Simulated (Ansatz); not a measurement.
# C2H4AlFO: the cost of one run

Program: the Python package of Ansatz 0.2.0. Level of theory: PBE/cc-pVDZ. These are calculated values, not measurements.

**1. The structure**

Bond lengths: O1–Al2 1.779 Å, Al2–C3 1.966 Å, Al2–C4 1.980 Å, C3–C4 1.485 Å, C4–F5 1.448 Å, O1–H6 1.020 Å, C3–H7 1.082 Å, C3–H8 1.183 Å, C4–H9 1.112 Å. Angles (14 of 16 angles, heavy atoms first): O1–Al2–C3 156.3°, O1–Al2–C4 159.4°, C3–Al2–C4 44.2°, Al2–C3–C4 68.4°, Al2–C4–C3 67.4°, Al2–C4–F5 110.4°, C3–C4–F5 109.4°, Al2–O1–H6 107.3°, Al2–C3–H7 119.5°, Al2–C3–H8 114.6°, C4–C3–H7 119.1°, C4–C3–H8 110.1°, Al2–C4–H9 123.6°, C3–C4–H9 123.2°.

The script holds or builds the structure itself.

**2. The script**

The input, opt_c2h4alfo.py:

```python
import ansatz
import numpy as np

geometry_ang = [
    ("O", [-0.7352, 2.1893, -1.4583]),
    ("Al", [-0.1994, 0.8022, -0.4826]),
    ("C", [0.7535, -0.8772, -0.1102]),
    ("C", [0.0697, -0.3558, 1.1006]),
    ("F", [-1.1177, -1.1442, 1.3583]),
    ("H", [-1.6241, 1.933, -1.8884]),
    ("H", [0.4031, -1.7984, -0.5558]),
    ("H", [1.9252, -0.7637, 0.0047]),
    ("H", [0.6134, -0.0314, 2.0147]),
]
mol = ansatz.Crystal.molecule()
for symbol, xyz in geometry_ang:
    mol = mol.atom(symbol, xyz)

job = mol.calculation()
job = job.basis(gaussian="cc-pVDZ")
job = job.functional("pbe")
symbols = [site.symbol for site in mol.cartesian_sites]
start = np.array([site.position_ang for site in mol.cartesian_sites], dtype=float)
def progress(event):
    if event["event"] == "relax_step":
        row = event["data"]
        print(f"step {row['step']:3d}  E = {row['lagrangian_ev']:.6f} eV  max force {row['allowed_force_max_ev_ang']:.4f} eV/A")


r = job.relax(force_tolerance=0.005).session().plan().execute(on_event=progress).report
end = np.array(r["positions_ang"])

for key in ("converged", "free_energy_ev", "reference_energy_ev", "n_frozen", "n_occupied", "n_virtual"):
    print(f"{key:22s} {r[key]}")

print("bond        before    after (A)")
for i, j in [(0, 1), (0, 5), (1, 2), (1, 3), (2, 3), (2, 6), (2, 7), (3, 4), (3, 8)]:
    d0, d1 = (np.linalg.norm(xyz[i] - xyz[j]) for xyz in (start, end))
    print(f"{symbols[i]}{i}-{symbols[j]}{j}".ljust(10), f"{d0:8.4f} {d1:8.4f}")
with open("c2h4alfo_opt.xyz", "w") as handle:
    handle.write(f"{len(symbols)}\nrelaxed C2H4AlFO\n")
    handle.writelines(f"{s:2s} {x:11.6f} {y:11.6f} {z:11.6f}\n" for s, (x, y, z) in zip(symbols, end))
```

**3. The calls as engine input**

The package turns the script's settings into the engine's input:

```yaml
crystal:
  periodic: [false, false, false]
  atoms:
    - { symbol: O, position_ang: [-0.7352, 2.1893, -1.4583] }
    - { symbol: Al, position_ang: [-0.1994, 0.8022, -0.4826] }
    - { symbol: C, position_ang: [0.7535, -0.8772, -0.1102] }
    - { symbol: C, position_ang: [0.0697, -0.3558, 1.1006] }
    - { symbol: F, position_ang: [-1.1177, -1.1442, 1.3583] }
    - { symbol: H, position_ang: [-1.6241, 1.933, -1.8884] }
    - { symbol: H, position_ang: [0.4031, -1.7984, -0.5558] }
    - { symbol: H, position_ang: [1.9252, -0.7637, 0.0047] }
    - { symbol: H, position_ang: [0.6134, -0.0314, 2.0147] }
basis:
  gaussian:
    orbitals: cc-pVDZ
hamiltonian:
  xc: pbe
relax:
  f_tol: 0.005
```

**4. Launch**

On the command line:

```console
> python opt_c2h4alfo.py
```

What time and memory should one allow on 1 thread of Arm Neoverse V2, shared host?

About 76 s, with a peak of 0.22 GiB.
